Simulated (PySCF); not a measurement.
# Tm⁶¹⁺, Yb⁶²⁺, Lu⁶³⁺: ionisation energies with spin-orbit coupling

Wanted: the ionisation energy of these ions, up a ladder of methods.

Method: two-component X2C-1e, generalised determinants. Code: PySCF 2.14.0.

**1. What is computed**

* Elements: thulium (Z = 69), ytterbium (Z = 70), lutetium (Z = 71)
* Basis: one for each species, given in its step
* Hamiltonian: two-component X2C-1e, Gaussian nucleus, no Breit or QED terms; spin-orbit coupling, run by run: off; screened by Boettger's factors
* Core shells frozen in the correlated runs: none (for Tm⁶¹⁺)
* State 1: Tm⁶¹⁺: [He] 2s2 2p4; 2p1/2 filled at m_j = -1/2, +1/2; 2p3/2 filled at m_j = +1/2, +3/2
* State 2: Yb⁶²⁺: [He] 2s2 2p4; 2p1/2 filled at m_j = -1/2, +1/2; 2p3/2 filled at m_j = +1/2, +3/2
* State 3: Lu⁶³⁺: [He] 2s2 2p4; 2p1/2 filled at m_j = -1/2, +1/2; 2p3/2 filled at m_j = +1/2, +3/2
* Needed too, but not shown: Tm⁶²⁺ [He] 2s2 2p3 (4S), Yb⁶³⁺ [He] 2s2 2p3 (4S), Lu⁶⁴⁺ [He] 2s2 2p3 (4S)
* Methods: GHF, GMP2

The outer shells:

Tm61+ [He] 2s2 2p4
```
[He] core
2s [↑↓]
2p [↑↓][↑ ][↑ ]
```

Yb62+ [He] 2s2 2p4
```
[He] core
2s [↑↓]
2p [↑↓][↑ ][↑ ]
```

Lu63+ [He] 2s2 2p4
```
[He] core
2s [↑↓]
2p [↑↓][↑ ][↑ ]
```

All steps ran in one process of a driver on top of PySCF, which takes the settings above as its task.

The driver's launch:

```console
OMP_NUM_THREADS=1 python sorun2.py TASK.json OUT
```

The integrals over 109 functions and the set-up took 0.58 s of CPU time.

**2. Tm⁶¹⁺, method by method**

Basis: an uncontracted even-tempered set (17 s from 44 bohr⁻², ratio 2.4; 13 p from 57 bohr⁻², ratio 2.4; 5 d from 190 bohr⁻², ratio 2.6; 4 f from 290 bohr⁻², ratio 2.6).

GHF (spin-free):

Log:

```text
cycle= 1 E= -8458.5271151148  delta_E= -8.46e+03  |FDS-SDF|= 0.705
cycle= 2 E= -8458.5527415598  delta_E= -0.0256  |FDS-SDF|= 0.0137
cycle= 3 E= -8458.5527535541  delta_E= -1.2e-05  |FDS-SDF|= 0.00037
cycle= 4 E= -8458.5527535629  delta_E= -8.78e-09  |FDS-SDF|= 7.24e-06
cycle= 5 E= -8458.5527535629  delta_E= -3.64e-12  |FDS-SDF|= 6.89e-08
```

It took 3.4 s on 1 thread of Intel Xeon Platinum 8375C at 2.90GHz, shared host, the integrals not counted.

Occupied spinors (without spin-orbit coupling the j labels only name the start):

```csv
spinor shell,electrons,mean energy (eV),weight of the nominal j,rms radius (bohr)
1s1/2,2,-65502.6,1.000,0.0226
2s1/2,2,-15376.0,1.000,0.0892
2p3/2,2,-14333.8,0.833,0.0799
2p1/2,2,-14294.7,0.667,0.0800
```

M_J = 2, ⟨J²⟩ = 6.000, ⟨L²⟩ = 2.000, ⟨S²⟩ = 2.000.

GMP2 (spin-free):

The driver printed no log here.

Time after the integrals: 1.7 s (1 thread of Intel Xeon Platinum 8375C at 2.90GHz, shared host).

With 8 electrons correlated and 30 very high virtual spinors dropped, the MP2 correlation energy is -0.31306 hartree. Largest pairs: 2p3/2-2s1/2 -0.0569, 1s1/2-1s1/2 -0.0549, 2p1/2-2p3/2 -0.0547, 2p1/2-2s1/2 -0.0427, 2p1/2-2p1/2 -0.0259.

At this charge the one-electron X2C treatment keeps the bare 1/r₁₂, with no two-electron picture change or Breit term, which inflates the 1s pair energies well beyond their four-component values.

GHF (screened spin-orbit):

Log:

```text
cycle= 1 E= -8489.8867336377  delta_E= -8.49e+03  |FDS-SDF|= 0.673
cycle= 2 E= -8489.9120888917  delta_E= -0.0254  |FDS-SDF|= 0.0508
cycle= 3 E= -8489.9127567968  delta_E= -0.000668  |FDS-SDF|= 0.0111
cycle= 4 E= -8489.9127916122  delta_E= -3.48e-05  |FDS-SDF|= 0.000182
cycle= 5 E= -8489.9127916201  delta_E= -7.88e-09  |FDS-SDF|= 1.18e-06
```

It took 6.4 s on 1 thread of Intel Xeon Platinum 8375C at 2.90GHz, shared host, the integrals not counted.

Occupied spinors:

```csv
spinor shell,electrons,mean energy (eV),weight of the nominal j,rms radius (bohr)
1s1/2,2,-65469.7,1.000,0.0227
2s1/2,2,-15366.3,1.000,0.0892
2p1/2,2,-15030.2,1.000,0.0756
2p3/2,2,-14002.4,1.000,0.0819
```

M_J = 2, ⟨J²⟩ = 6.000, ⟨L²⟩ = 3.281, ⟨S²⟩ = 1.378.

GMP2 (screened spin-orbit):

No log was kept for this step.

It took 0.37 s on 1 thread of Intel Xeon Platinum 8375C at 2.90GHz, shared host, the integrals not counted.

With 8 electrons correlated and 30 very high virtual spinors dropped, the MP2 correlation energy is -0.31780 hartree. Largest pairs: 2p1/2-2p3/2 -0.0563, 2p3/2-2s1/2 -0.0557, 1s1/2-1s1/2 -0.0547, 2p1/2-2s1/2 -0.0431, 2p1/2-2p1/2 -0.0254.

**3. Yb⁶²⁺: the ladder of methods**

Basis: an uncontracted even-tempered set (17 s from 45 bohr⁻², ratio 2.4; 13 p from 59 bohr⁻², ratio 2.4; 5 d from 200 bohr⁻², ratio 2.6; 4 f from 300 bohr⁻², ratio 2.6).

GHF (spin-free):

Log:

```text
cycle= 1 E= -8728.9850920769  delta_E= -8.73e+03  |FDS-SDF|= 0.717
cycle= 2 E= -8729.0108099681  delta_E= -0.0257  |FDS-SDF|= 0.0138
cycle= 3 E= -8729.0108216628  delta_E= -1.17e-05  |FDS-SDF|= 0.000367
cycle= 4 E= -8729.0108216711  delta_E= -8.31e-09  |FDS-SDF|= 7.1e-06
```

Time after the integrals: 3.3 s (1 thread of Intel Xeon Platinum 8375C at 2.90GHz, shared host).

Occupied spinors (without spin-orbit coupling the j labels only name the start):

```csv
spinor shell,electrons,mean energy (eV),weight of the nominal j,rms radius (bohr)
1s1/2,2,-67621.0,1.000,0.0222
2s1/2,2,-15902.0,1.000,0.0876
2p3/2,2,-14801.6,0.833,0.0786
2p1/2,2,-14761.8,0.667,0.0786
```

M_J = 2, ⟨J²⟩ = 6.000, ⟨L²⟩ = 2.000, ⟨S²⟩ = 2.000.

GMP2 (spin-free):

The driver printed no log here.

It took 1.9 s on 1 thread of Intel Xeon Platinum 8375C at 2.90GHz, shared host, the integrals not counted.

With 8 electrons correlated and 30 very high virtual spinors dropped, the MP2 correlation energy is -0.31450 hartree. Largest pairs: 2p3/2-2s1/2 -0.0570, 1s1/2-1s1/2 -0.0556, 2p1/2-2p3/2 -0.0548, 2p1/2-2s1/2 -0.0428, 2p1/2-2p1/2 -0.0259.

GHF (screened spin-orbit):

Log:

```text
cycle= 1 E= -8762.6786208280  delta_E= -8.76e+03  |FDS-SDF|= 0.687
cycle= 2 E= -8762.7037369180  delta_E= -0.0251  |FDS-SDF|= 0.0499
cycle= 3 E= -8762.7043418546  delta_E= -0.000605  |FDS-SDF|= 0.0105
cycle= 4 E= -8762.7043709332  delta_E= -2.91e-05  |FDS-SDF|= 0.000168
cycle= 5 E= -8762.7043709395  delta_E= -6.29e-09  |FDS-SDF|= 1.08e-06
```

It took 6.6 s on 1 thread of Intel Xeon Platinum 8375C at 2.90GHz, shared host, the integrals not counted.

Occupied spinors:

```csv
spinor shell,electrons,mean energy (eV),weight of the nominal j,rms radius (bohr)
1s1/2,2,-67586.1,1.000,0.0222
2s1/2,2,-15891.6,1.000,0.0876
2p1/2,2,-15548.0,1.000,0.0742
2p3/2,2,-14450.1,1.000,0.0806
```

M_J = 2, ⟨J²⟩ = 6.000, ⟨L²⟩ = 3.285, ⟨S²⟩ = 1.377.

GMP2 (screened spin-orbit):

The driver printed no log here.

Time after the integrals: 0.36 s (1 thread of Intel Xeon Platinum 8375C at 2.90GHz, shared host).

With 8 electrons correlated and 30 very high virtual spinors dropped, the MP2 correlation energy is -0.31942 hartree. Largest pairs: 2p1/2-2p3/2 -0.0564, 2p3/2-2s1/2 -0.0558, 1s1/2-1s1/2 -0.0554, 2p1/2-2s1/2 -0.0433, 2p1/2-2p1/2 -0.0255.

**4. Lu⁶³⁺: the ladder of methods**

Basis: an uncontracted even-tempered set (17 s from 47 bohr⁻², ratio 2.4; 13 p from 60 bohr⁻², ratio 2.4; 5 d from 210 bohr⁻², ratio 2.6; 4 f from 310 bohr⁻², ratio 2.6).

GHF (spin-free):

Log:

```text
cycle= 1 E= -9004.6426428160  delta_E= -9e+03  |FDS-SDF|= 0.732
cycle= 2 E= -9004.6684564202  delta_E= -0.0258  |FDS-SDF|= 0.0139
cycle= 3 E= -9004.6684678321  delta_E= -1.14e-05  |FDS-SDF|= 0.000366
cycle= 4 E= -9004.6684678400  delta_E= -7.9e-09  |FDS-SDF|= 6.98e-06
```

Time after the integrals: 2.8 s (1 thread of Intel Xeon Platinum 8375C at 2.90GHz, shared host).

Occupied spinors (without spin-orbit coupling the j labels only name the start):

```csv
spinor shell,electrons,mean energy (eV),weight of the nominal j,rms radius (bohr)
1s1/2,2,-69781.5,1.000,0.0218
2s1/2,2,-16439.2,1.000,0.0860
2p3/2,2,-15277.6,0.833,0.0773
2p1/2,2,-15237.2,0.667,0.0774
```

M_J = 2, ⟨J²⟩ = 6.000, ⟨L²⟩ = 2.000, ⟨S²⟩ = 2.000.

GMP2 (spin-free):

The driver printed no log here.

It took 1.7 s on 1 thread of Intel Xeon Platinum 8375C at 2.90GHz, shared host, the integrals not counted.

With 8 electrons correlated and 30 very high virtual spinors dropped, the MP2 correlation energy is -0.31600 hartree. Largest pairs: 2p3/2-2s1/2 -0.0570, 1s1/2-1s1/2 -0.0563, 2p1/2-2p3/2 -0.0549, 2p1/2-2s1/2 -0.0429, 2p1/2-2p1/2 -0.0260.

GHF (screened spin-orbit):

Log:

```text
cycle= 1 E= -9040.8159554359  delta_E= -9.04e+03  |FDS-SDF|= 0.702
cycle= 2 E= -9040.8408481849  delta_E= -0.0249  |FDS-SDF|= 0.0491
cycle= 3 E= -9040.8413961598  delta_E= -0.000548  |FDS-SDF|= 0.00995
cycle= 4 E= -9040.8414204590  delta_E= -2.43e-05  |FDS-SDF|= 0.000156
cycle= 5 E= -9040.8414204640  delta_E= -5e-09  |FDS-SDF|= 1e-06
```

Time after the integrals: 6.4 s (1 thread of Intel Xeon Platinum 8375C at 2.90GHz, shared host).

Occupied spinors:

```csv
spinor shell,electrons,mean energy (eV),weight of the nominal j,rms radius (bohr)
1s1/2,2,-69744.4,1.000,0.0218
2s1/2,2,-16428.3,1.000,0.0860
2p1/2,2,-16076.9,1.000,0.0729
2p3/2,2,-14905.2,1.000,0.0793
```

M_J = 2, ⟨J²⟩ = 6.000, ⟨L²⟩ = 3.288, ⟨S²⟩ = 1.377.

GMP2 (screened spin-orbit):

The driver printed no log here.

Time after the integrals: 0.43 s (1 thread of Intel Xeon Platinum 8375C at 2.90GHz, shared host).

With 8 electrons correlated and 30 very high virtual spinors dropped, the MP2 correlation energy is -0.32111 hartree. Largest pairs: 2p1/2-2p3/2 -0.0565, 1s1/2-1s1/2 -0.0560, 2p3/2-2s1/2 -0.0558, 2p1/2-2s1/2 -0.0434, 2p1/2-2p1/2 -0.0256.

**5. Differences of total energies**

Ionisation energy: Tm⁶¹⁺ [He] 2s2 2p4 [2p1/2^2 2p3/2^2, M_J = 2] → Tm⁶²⁺ [He] 2s2 2p3 [2p1/2^2 2p3/2^1, M_J = 3/2].

```csv
method,value (eV),less the reference (eV)
GHF (spin-free),14262.9,+274.9
GMP2 (spin-free),14264.7,+276.7
GHF (screened spin-orbit),14000.0,+12.0
GMP2 (screened spin-orbit),14000.1,+12.1
```

Reference: 13988 ± 12 eV (theoretical estimate listed by NIST; NIST Atomic Spectra Database, ionization energies). For this ion Breit and QED terms and the two-electron picture change, all absent here, are large against electron correlation. The spin-free rows have the spin-orbit operator switched off.

Ionisation energy: Yb⁶²⁺ [He] 2s2 2p4 [2p1/2^2 2p3/2^2, M_J = 2] → Yb⁶³⁺ [He] 2s2 2p3 [2p1/2^2 2p3/2^1, M_J = 3/2].

```csv
method,value (eV),less the reference (eV)
GHF (spin-free),14729.5,+294.5
GMP2 (spin-free),14731.3,+296.3
GHF (screened spin-orbit),14447.7,+12.7
GMP2 (screened spin-orbit),14447.9,+12.9
```

Reference: 14435 ± 15 eV (theoretical estimate listed by NIST; NIST Atomic Spectra Database, ionization energies). For this ion Breit and QED terms and the two-electron picture change, all absent here, are large against electron correlation. The spin-free rows have the spin-orbit operator switched off.

Ionisation energy: Lu⁶³⁺ [He] 2s2 2p4 [2p1/2^2 2p3/2^2, M_J = 2] → Lu⁶⁴⁺ [He] 2s2 2p3 [2p1/2^2 2p3/2^1, M_J = 3/2].

```csv
method,value (eV),less the reference (eV)
GHF (spin-free),15204.4,+314.4
GMP2 (spin-free),15206.2,+316.2
GHF (screened spin-orbit),14902.8,+12.8
GMP2 (screened spin-orbit),14903.0,+13.0
```

Reference: 14890 ± 19 eV (theoretical estimate listed by NIST; NIST Atomic Spectra Database, ionization energies). For this ion Breit and QED terms and the two-electron picture change, all absent here, are large against electron correlation. The spin-free rows have the spin-orbit operator switched off.

The differences also use runs on Tm⁶²⁺ [He] 2s2 2p3 (4S), Yb⁶³⁺ [He] 2s2 2p3 (4S), Lu⁶⁴⁺ [He] 2s2 2p3 (4S), which are not shown here.

**6. What came out**

| quantity | value |
| --- | --- |
| ionisation energy, Tm⁶¹⁺ | GHF (spin-free) 14262.9, GMP2 (screened spin-orbit) 14000.1 eV; reference 13988 ± 12 |
| ionisation energy, Yb⁶²⁺ | GHF (spin-free) 14729.5, GMP2 (screened spin-orbit) 14447.9 eV; reference 14435 ± 15 |
| ionisation energy, Lu⁶³⁺ | GHF (spin-free) 15204.4, GMP2 (screened spin-orbit) 14903.0 eV; reference 14890 ± 19 |

For the first difference the methods span 264.72 eV, from GHF (screened spin-orbit) (14000.0) to GMP2 (spin-free) (14264.7). The reference is uncertain or not like for like (spin-orbit coupling or other relativistic terms), so no ranking of close methods is drawn. Spin-orbit coupling moves the first difference by -264.589 eV at GMP2. The basis is finite, and no extrapolation was made.
